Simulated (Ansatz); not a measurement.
**CH₄BFTe: how energies converge with the basis set**

Aim: see how fast density functionals converge with the basis set for CH₄BFTe.

Computed with Ansatz 0.2.0, Gaussian basis. Level: one geometry, several basis sets.

Levels to be run: PBE0-D4/def2-SVP; ωB97M-V/def2-SVP; PBE0-D4/def2-QZVPP; ωB97M-V/def2-QZVPP; the functionals' def2-TZVPP values are taken from earlier runs.

### Step 1. The relaxed structure

The geometry comes from an earlier relaxation with PBE0-D4 in a triple-zeta def2 set; it is a stationary point, not always the lowest conformer. Te takes the def2 core potential; no spin-orbit term is included.

8 atoms, charge 0, spin multiplicity 1.

Atoms are counted from 1 here; the program's logs count them from 0.

Bond lengths: C1–Te2 2.143 Å, C1–H5 1.088 Å, C1–H6 1.087 Å, C1–H7 1.087 Å, Te2–B3 2.133 Å, B3–F4 1.321 Å, B3–H8 1.199 Å. Angles: Te2–C1–H5 107.9°, Te2–C1–H6 108.9°, Te2–C1–H7 109.0°, H5–C1–H6 110.2°, H5–C1–H7 110.3°, H6–C1–H7 110.4°, C1–Te2–B3 94.8°, Te2–B3–F4 120.4°, Te2–B3–H8 120.1°, F4–B3–H8 119.5°.

Geometry (Å):

```xyz
8
charge 0, multiplicity 1
C    -0.64460    1.09503   -0.58820
Te    0.71307    0.74859    1.03295
B     0.82842   -1.35845    0.72036
F     1.58397   -2.10952    1.50142
H    -0.86936    0.13450   -1.04795
H    -1.55288    1.54639   -0.19675
H    -0.17255    1.75684   -1.31001
H     0.20613   -1.87038   -0.16762
```

### Step 2. PBE0-D4 in def2-SVP

Input file in.yaml:

```yaml
crystal:
  periodic: [false, false, false]
  atoms:
    - {symbol: C, position_ang: [-0.644597, 1.095034, -0.588200]}
    - {symbol: Te, position_ang: [0.713072, 0.748588, 1.032948]}
    - {symbol: B, position_ang: [0.828415, -1.358453, 0.720359]}
    - {symbol: F, position_ang: [1.583975, -2.109517, 1.501423]}
    - {symbol: H, position_ang: [-0.869364, 0.134499, -1.047946]}
    - {symbol: H, position_ang: [-1.552883, 1.546388, -0.196754]}
    - {symbol: H, position_ang: [-0.172547, 1.756836, -1.310013]}
    - {symbol: H, position_ang: [0.206129, -1.870376, -0.167618]}
basis:
  gaussian: {orbitals: def2-SVP}
hamiltonian: {xc: pbe0, dispersion: d4}
output: {orbitals: {seedname: orbitals}}
```

Started as:

```
ansatz run in.yaml --threads 2 --pin off --events-out ev --progress --plain --max-ram 4352MiB
```

Further steps of the session: ωB97M-V in def2-SVP; PBE0-D4 in def2-QZVPP; ωB97M-V in def2-QZVPP.

**Question.** What will the summary of the whole plan be? Wanted: PBE0-D4: double and triple zeta above quadruple; ωB97M-V: double and triple zeta above quadruple.

As calculated:

| quantity | value |
| --- | --- |
| PBE0-D4: double and triple zeta above quadruple | 5.93, 0.30 eV |
| ωB97M-V: double and triple zeta above quadruple | 6.14, 0.29 eV |

PBE0-D4 gains 5.63 eV from double to triple zeta, then 0.30 eV more. These are total energies; as a rule much of such shifts cancels in differences, which this series doesn't test.
